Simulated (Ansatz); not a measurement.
# Ru: structure and electronic structure

Computed with Ansatz 0.2.0 (DFT LDA, with the methods named in each step, unless a step's input says otherwise).

### Step 1. Starting point

The structure is hexagonal, space group P6_3/mmc (No. 194). Conventional cell: a = 2.704 Å, b = 2.704 Å, c = 4.282 Å, α = 90.00°, β = 90.00°, γ = 120.00°. Ru (site symmetry -6m2) is surrounded by 12 Ru at 2.65 to 2.70 Å.

Structure file:

```cif
data_structure
_symmetry_space_group_name_H-M 'P 1'
_symmetry_Int_Tables_number 1
_cell_length_a 2.7039
_cell_length_b 2.7039
_cell_length_c 4.2817
_cell_angle_alpha 90.000
_cell_angle_beta 90.000
_cell_angle_gamma 120.000
_cell_volume 27.11
loop_
_atom_site_label
_atom_site_type_symbol
_atom_site_fract_x
_atom_site_fract_y
_atom_site_fract_z
_atom_site_occupancy
Ru1 Ru 0.33333 0.66667 0.25000 1
Ru2 Ru 0.66667 0.33333 0.75000 1
```

Atoms are numbered in the order of the input: Ru1, Ru2.

### Step 2. Relaxed, PAW

input.yaml reads:

```yaml
crystal:
  lattice:
    - [2.70389, 0.0, 0.0]
    - [-1.351945, 2.341637429, 0.0]
    - [0.0, 0.0, 4.28168]
  atoms:
    - { symbol: Ru, position: [0.3333333333, 0.6666666667, 0.25] }
    - { symbol: Ru, position: [0.6666666667, 0.3333333333, 0.75] }
kpoints:
  mp_grid: { grid: [21, 21, 12] }
scf:
  occupations: { method: fermi_dirac, width: 0.05 }
hamiltonian:
  xc: lda
  pseudopotentials: { kind: paw }
output:
  forces: true
  stress: true
relax:
  f_tol: 0.003
  max_steps: 80
  cell: {}
```

Launch:

```sh
ansatz run input.yaml --threads 1 --pin off --max-ram 3072MiB --backend cpu --events-out ev --progress --plain --runs-dir out
```

What time and memory should one allow on 1 thread of Arm Neoverse V2, shared host?

About 32 s, with a peak of 0.41 GiB.
